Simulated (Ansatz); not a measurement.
Crystal: Ge3Pd.

```
Pd Ge
1.0
     4.14202    0.00000    0.00000
     0.00000    4.14202    0.00000
     0.00000    0.00000    4.14202
Pd Ge
1 3
Direct
  0.00000 0.00000 0.00000
  0.50000 0.50000 0.00000
  0.50000 0.00000 0.50000
  0.00000 0.50000 0.50000
```

The cell comes from a database or a generator and needn't be the stable form of this composition.

Base run:

```yaml
Program: Ansatz 0.2.0
Functional: PBEsol
Potentials_or_basis: Ansatz PAW
Cutoff: 420 eV
Density_cutoff: 1680 eV
k_mesh: 7 × 7 × 7
Occupations: fermi-dirac, width 0.05 eV
Spin: no spin polarisation
Hubbard_terms: Pd d U = 6 eV
```

Its results: band gap on the k mesh none (metal or under the smearing width); pressure -3.4 GPa.

**Question.** The run is repeated on the same cell with these changes: hubbard terms from Pd d U = 6 eV to Pd d U = 4 eV. What comes out?

**Answer.** Band gap on the k mesh none (metal or under the smearing width); pressure -3.9 GPa.

Caveats: U without spin polarisation on a metal has little footing; the PAW data sets come from PBE, with cores solved anew for the run's functional, which leaves a small shift of forces and pressure; the U is typed as a test and isn't derived for this compound.

Not every run made on this cell is shown here.
